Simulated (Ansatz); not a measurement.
Working through harmonic frequencies at the relaxed geometry of CH6OSi2, SMILES [SiH3][SiH]1CO1

With Ansatz 0.2.0 through its Python package.

The script reads `ch6osi2.xyz`:
```text
10

Si   -1.17570    0.82670   -0.84680
Si   -0.18350   -0.74940    0.31320
C     1.51990   -0.44030    0.85570
O     1.35560   -1.15370   -0.33160
H    -1.67210    0.39090   -2.21390
H    -2.43290    1.36300   -0.13160
H    -0.32170    2.06140   -1.05410
H    -0.83330   -1.93740    0.83010
H     1.93690    0.58330    0.82400
H     1.89000   -0.99570    1.75780
```

The cells in order, each with its output:

```python
import warnings

import ansatz as az
import numpy as np
```

```python
warnings.simplefilter("ignore", az.DeckWarning)
```

```python
molecule = az.Crystal.molecule_from_extxyz("ch6osi2.xyz")
```

```python
model = molecule.calculation().basis(gaussian="6-31G*").functional("cam_b3lyp")
symbols = [site.symbol for site in molecule.cartesian_sites]
start = np.array([site.position_ang for site in molecule.cartesian_sites], dtype=float)
summary = model.relax(force_tolerance=0.003, max_steps=100).run().report
end = np.array(summary["positions_ang"])
```

    

```python
print("final positions (A) and the move of each atom")
for symbol, xyz, old in zip(symbols, end, start):
    print(f"{symbol:2s} {xyz[0]:10.5f} {xyz[1]:10.5f} {xyz[2]:10.5f}   {np.linalg.norm(xyz - old):7.4f}")
```

    final positions (A) and the move of each atom
    Si   -1.27181    0.89473   -0.90942    0.1334
    Si   -0.10450   -0.75002    0.24918    0.1017
    C     1.53454   -0.43071    0.98395    0.1294
    O     1.44490   -1.12190   -0.30324    0.0989
    H    -1.80053    0.37096   -2.19368    0.1315
    H    -2.41361    1.36715   -0.08464    0.0509
    H    -0.36275    2.03433   -1.18216    0.1372
    H    -0.89832   -1.89915    0.74743    0.1119
    H     2.02100    0.54229    0.91551    0.1309
    H     1.93428   -1.05890    1.77988    0.0803

```python
# frequencies need a stationary point, so they are taken at the relaxed geometry
minimum = az.Crystal.molecule()
for symbol, xyz in zip(symbols, end):
    minimum = minimum.atom(symbol, xyz.tolist())
vibrating = minimum.calculation()
vibrating = vibrating.basis(gaussian="6-31G*")
vibrating = vibrating.functional("cam_b3lyp")
vibrating = vibrating.phonons(temperatures=(298.15, 498.15, 100))
vib = vibrating.run().report["vibrations"]
sums = vib["harmonic_sums"]
modes = [m["omega_inv_cm"] for m in sums["modes_at_gamma"] if m["rigid_motion"] == "no"]
print("frequencies (1/cm):", " ".join(f"{w:.0f}" for w in modes))
print("imaginary modes:", sum(w < 0 for w in modes), " zero-point energy:", round(sums["zero_point_energy_ev"], 4), "eV")
print("T (K)   F_vib (eV)   S_vib (meV/K)   C_vib (meV/K)")
for row in zip(sums["temperatures_k"], sums["vibrational_free_energy_ev"], vib["entropy_ev_per_k"], vib["heat_capacity_ev_per_k"]):
    print(f"{row[0]:6.1f} {row[1]:11.4f} {1000 * row[2]:13.4f} {1000 * row[3]:15.4f}")
```

    frequencies (1/cm): 89 151 165 424 513 539 613 720 742 778 851 915 952 959 1056 1137 1152 1514 2271 2284 2285 2294 3126 3203
    imaginary modes: 0  zero-point energy: 1.7811 eV
    T (K)   F_vib (eV)   S_vib (meV/K)   C_vib (meV/K)
     298.1      1.7088        0.5558          0.6758
     398.1      1.6419        0.7833          0.8996
     498.1      1.5524        1.0047          1.0760

```python
# all hydrogen replaced by deuterium
heavier = vibrating.phonons(masses={"H": 2.014102}).run().report["vibrations"]["harmonic_sums"]
print("deuterated (1/cm):", " ".join(f"{m['omega_inv_cm']:.0f}" for m in heavier["modes_at_gamma"] if m["rigid_motion"] == "no"))
print("zero-point energy falls by", round(sums["zero_point_energy_ev"] - heavier["zero_point_energy_ev"], 4), "eV")
```

    deuterated (1/cm): 66 134 149 371 383 430 474 562 636 657 682 686 694 725 863 941 990 1160 1618 1644 1650 1658 2265 2386
    zero-point energy falls by 0.4282 eV

The frequencies are harmonic and unscaled, in a modest basis. The result belongs to the one conformer reached from this start, and soft torsions count as harmonic oscillators. Timing: 3.6 min on 1 thread of AMD EPYC 9R45 96-Core Processor (Zen 5), with other jobs on the host, peak memory 0.27 GiB.

(Lines on the test bed's own set-up are left out of the output.)
